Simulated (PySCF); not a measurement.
# MoCl+: from the state search to spectroscopic constants

The task here is to estimate one member of a computed series from the others.

The runs use PySCF 2.14.0; Mo def2-TZVPPD with ECP28, Cl def2-TZVPPD, scalar-relativistic core potentials.

Set-up of the first run:

Settings of the job:

```yaml
atoms: Mo, Cl
charge: 1
basis: Mo def2-TZVPPD with ECP28, Cl def2-TZVPPD
Hamiltonian: scalar-relativistic core potentials
basis_functions: 107
electrons_treated: 30
masses_in_u: 97.9054, 34.9689
levels: PBE0, PBE, r²SCAN, M06-2X, revPBE, B97-3, PBEsol, BLYP, ωB97X, HF, MP2, SCS-MP2, CCSD, CCSD(T)
grid: 80 radial by 434 angular points
occupations: held fixed by the projection of orbital angular momentum
dissociation_limit: Mo+ + Cl, each in its ground configuration
starting_distance_in_angstrom: 2.365
values_of_2S_to_try: 0, 2, 4, 6, 8
```

Launch:

```console
$ OMP_NUM_THREADS=2 python dia.py task.json out
```

Among the steps run: Input; The PBE0 curve of the state that the search chose; Other states along the same grid; PBE (GGA); r²SCAN (meta-GGA); M06-2X (hybrid meta-GGA); revPBE; B97-3; PBEsol (GGA); BLYP; ωB97X (range-separated hybrid); UHF; Adding correlation.

One of the session's tables, all rows but one given; the rest of the session is left out.

Energy (eV) from each level's lowest point:

| R (Å) | UHF | UHF-MP2 | UHF-SCS-MP2 | UHF-CCSD | UHF-CCSD(T) |
| --- | --- | --- | --- | --- | --- |
| 1.907 | 2.087 | 1.447 | 1.560 | n/a | n/a |
| 1.995 | 1.063 | 0.634 | 0.708 | 0.749 | 0.729 |
| 2.084 | 0.442 | 0.191 | 0.231 | 0.253 | 0.243 |
| 2.151 | 0.174 | 0.038 | 0.056 | 0.067 | 0.062 |
| 2.217 | 0.037 | 0.000 | 0.000 | 0.000 | 0.000 |
| 2.284 | 0.000 | 0.050 | 0.034 | 0.024 | 0.028 |
| 2.372 | 0.069 | 0.216 | 0.183 | 0.160 | 0.167 |
| 2.483 | ? | ? | ? | ? | ? |
| 2.616 | 0.654 | 0.985 | 0.944 | 0.862 | 0.870 |
| 2.793 | 1.064 | 1.875 | 1.990 | n/a | n/a |

Q: Estimate the row for R (Å) = 2.483 from the others.

Worked estimate for «UHF». A straight line through the neighbours (2.372, 0.069) and (2.616, 0.654) gives 0.069 + (0.654 − 0.069) × (2.483 − 2.372) / (2.616 − 2.372) = 0.335; a parabola fitted to 4 rows on both sides gives 0.331.

**Answer.** UHF: 0.285; UHF-MP2: 0.528; UHF-SCS-MP2: 0.483; UHF-CCSD: 0.441; UHF-CCSD(T): 0.448. In «UHF» the line misses by +0.050 and the parabola by +0.046.

To keep in mind: The state is the lowest single determinant that the PBE0 search found; with open d or f shells the true ground state can be another one. At some levels the lowest empty orbital lies below the highest filled one (the two can be of opposite spin).
